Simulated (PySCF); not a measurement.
**TaOCl: singlet, from a linear start**

Where does singlet TaOCl go from a linear start, is the end point a minimum, and what are its modes, charges and moments?

The runs use PySCF 2.14.0; PBE0, basis Ta def2-TZVP with ECP60, O def2-TZVP, Cl def2-TZVP, scalar-relativistic core potentials, no spin–orbit coupling, density fitting.

### Step 1. The starting structure

3 atoms, charge 0, spin multiplicity 1.

Bond lengths: Ta1–O2 1.830 Å, Ta1–Cl3 2.450 Å. Angles: O2–Ta1–Cl3 180.0°.

```xyz
3
charge 0 multiplicity 1
Ta    0.0000    0.0000    0.0000
O     0.0000    0.0000   -1.8300
Cl    0.0000    0.0000    2.4500
```

### Step 2. The SCF at the typed geometry

One driver script runs all steps and calls PySCF; scf.py shows how it sets up the SCF of each step. The optimiser is the driver's own. After this first run the driver tries any further starts and a stability analysis.

The input, scf.py:

```python
from pyscf import gto, scf, dft
mol = gto.M(atom='''
Ta     0.000000     0.000000     0.000000
O      0.000000     0.000000    -1.830000
Cl     0.000000     0.000000     2.450000''',
    basis={'Ta': 'def2-TZVP', 'O': 'def2-TZVP', 'Cl': 'def2-TZVP'},
    ecp={'Ta': 'def2-TZVP'},
    charge=0, spin=0)
mf = dft.RKS(mol, xc='PBE0')
mf.grids.atom_grid = (50, 194)
aux = {'Ta': 'def2-universal-JKFIT', 'O': 'def2-universal-JKFIT', 'Cl': 'def2-universal-JKFIT'}
mf = mf.density_fit(auxbasis=aux)
mf.conv_tol = 1e-08
mf.diis_space = 10
mf.max_cycle = 60
mf.init_guess = 'minao'
mf.verbose = 4
mf.kernel()
```

Command:

```sh
OMP_NUM_THREADS=2 python axn.py task.json out
```

The runs that follow: Relaxation: linear start, singlet; Is it a minimum? Harmonic modes; Following the imaginary mode; Frequencies; The broken-symmetry singlet; Hessian and properties.

**Question.** What will these runs give? Wanted: minimum; geometry; wavenumbers; dipole moment; highest occupied, lowest empty level; polar-tensor charge of Ta1; zero-point energy; atomisation energy; ⟨S²⟩.

The runs gave:

| quantity | value |
| --- | --- |
| minimum | broken-symmetry (Ms = 0), Cs |
| geometry | Ta–Cl 2.280 Å, Ta–O 1.698 Å; Cl–Ta–O 115.8° |
| wavenumbers (cm⁻¹) | 142 (a'), 395 (a'), 1032 (a') |
| dipole moment | 2.17 D |
| highest occupied, lowest empty level (either spin) | -5.93, -3.38 eV |
| polar-tensor charge of Ta1 | +1.05 e |
| zero-point energy | 9.4 kJ/mol |
| entropy at 298.15 K | 299.2 J/(mol K) |
| atomisation energy (no zero-point energy) | 1179 kJ/mol |
| ⟨S²⟩ | 0.694 |

From C∞v at the start the molecule goes to a Cs minimum, after a stop at a second-order saddle point 113.6 kJ/mol higher, from which it was pushed off along an imaginary mode. The determinant is spin-contaminated (⟨S²⟩ = 0.69 against 0.00), so it is no pure spin state. The strongest infrared band lies at 1032 cm⁻¹ (a', stretch). Other starts or spin states, not run here, may lie lower. With an element this heavy the missing spin–orbit coupling can shift these numbers.
